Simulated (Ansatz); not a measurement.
**Si2F6: ionisation energy by level of theory**

How much energy removes an electron from Si2F6 at fixed geometry? The cation is run at each level and the neutral's energy taken from earlier runs.

Method: unrestricted cation, the program's frozen cores in correlated methods; program: Ansatz 0.2.0, Gaussian basis.

Levels to be run: UKS PBE-D4/def2-TZVPP; UKS r2SCAN-D4/def2-TZVPP; UKS PBE0-D4/def2-TZVPP; UKS B3LYP-D4/def2-TZVPP; UKS wB97X-V/def2-TZVPP; UKS wB97M-V/def2-TZVPP; UKS B2PLYP/def2-TZVPP; UHF-CCSD(T)/def2-TZVPP; UHF-MP2/def2-QZVPP; extrapolation to the limit; then −ε(HOMO) from the neutral's earlier runs with LDA (SPW92), PBE-D4, revPBE-D4, BLYP-D4, r2SCAN-D4, B97M-V, PBE0-D4, B3LYP-D4, r2SCANh-D4, r2SCAN0-D4, HSE06-D4, BHLYP-D4, CAM-B3LYP-D4, LC-ωPBE, ωB97X-V, ωB97M-V.

## Step 1: The relaxed structure

The geometry comes from an earlier relaxation with PBE0-D4 in a triple-zeta def2 set; it is a stationary point, not always the lowest conformer.

SMILES `F[Si](F)(F)[Si](F)(F)F`, 8 atoms, charge 0, spin multiplicity 1.

Atoms are counted from 1 here; the program's logs count them from 0.

Bond lengths: F1–Si2 1.574 Å, Si2–F3 1.574 Å, Si2–F4 1.574 Å, Si2–Si5 2.331 Å, Si5–F6 1.574 Å, Si5–F7 1.574 Å, Si5–F8 1.574 Å. Angles: F1–Si2–F3 108.3°, F1–Si2–F4 108.3°, F1–Si2–Si5 110.6°, F3–Si2–F4 108.3°, F3–Si2–Si5 110.6°, F4–Si2–Si5 110.6°, Si2–Si5–F6 110.6°, Si2–Si5–F7 110.6°, Si2–Si5–F8 110.6°, F6–Si5–F7 108.3°, F6–Si5–F8 108.3°, F7–Si5–F8 108.3°.

## Step 2: Cation, UKS PBE-D4/def2-TZVPP

The input, in.yaml:

```yaml
crystal:
  periodic: [false, false, false]
  atoms:
    - {symbol: F, position_ang: [0.372285, -1.843298, 1.267982]}
    - {symbol: Si, position_ang: [0.800462, -0.855339, 0.119803]}
    - {symbol: F, position_ang: [0.946687, -1.679905, -1.213021]}
    - {symbol: F, position_ang: [2.207837, -0.252534, 0.485359]}
    - {symbol: Si, position_ang: [-0.777441, 0.840998, -0.133868]}
    - {symbol: F, position_ang: [-0.932196, 1.657943, 1.202685]}
    - {symbol: F, position_ang: [-0.343118, 1.835727, -1.273865]}
    - {symbol: F, position_ang: [-2.182216, 0.239309, -0.511074]}
basis:
  gaussian: {orbitals: def2-TZVPP}
total_charge: 1
magnetization: {spin_polarized: true, initial_magnetization: 1}
hamiltonian: {xc: pbe, dispersion: d4}
```

Started as:

```console
ansatz run in.yaml --threads 2 --pin off --events-out ev --progress --plain --max-ram 22528MiB --backend cpu
```

After this run come: Cation, UKS r2SCAN-D4/def2-TZVPP; Cation, UKS PBE0-D4/def2-TZVPP; Cation, UKS B3LYP-D4/def2-TZVPP; Cation, UKS wB97X-V/def2-TZVPP; Cation, UKS wB97M-V/def2-TZVPP; Cation, UKS B2PLYP (frozen core)/def2-TZVPP; Cation, UHF-CCSD(T)/def2-TZVPP; Cation, UHF-MP2/def2-QZVPP.

Q: Predict the results of all the runs planned. Wanted: ionisation energy, CCSD(T)/CBS; nearest functional by difference; nearest −ε(HOMO); −ε(HOMO) of PBE; T1 of the cation.

The runs gave:

| quantity | value |
| --- | --- |
| ionisation energy, CCSD(T)/CBS | 13.22 eV |
| nearest functional by difference | ωB97X-V (-0.33 eV) |
| nearest −ε(HOMO) | LC-ωPBE (-0.16 eV) |
| −ε(HOMO) of PBE | 8.82 eV |
| T1 of the cation | 0.019 |

In words: Energy differences with functionals land within 1.12 eV of the reference. The PBE orbital energy is 4.4 eV too small: a semilocal HOMO is no ionisation energy. Among orbital estimates LC-ωPBE comes nearest. Hartree-Fock falls 0.36 eV short, as the neutral has more correlation energy than the cation.
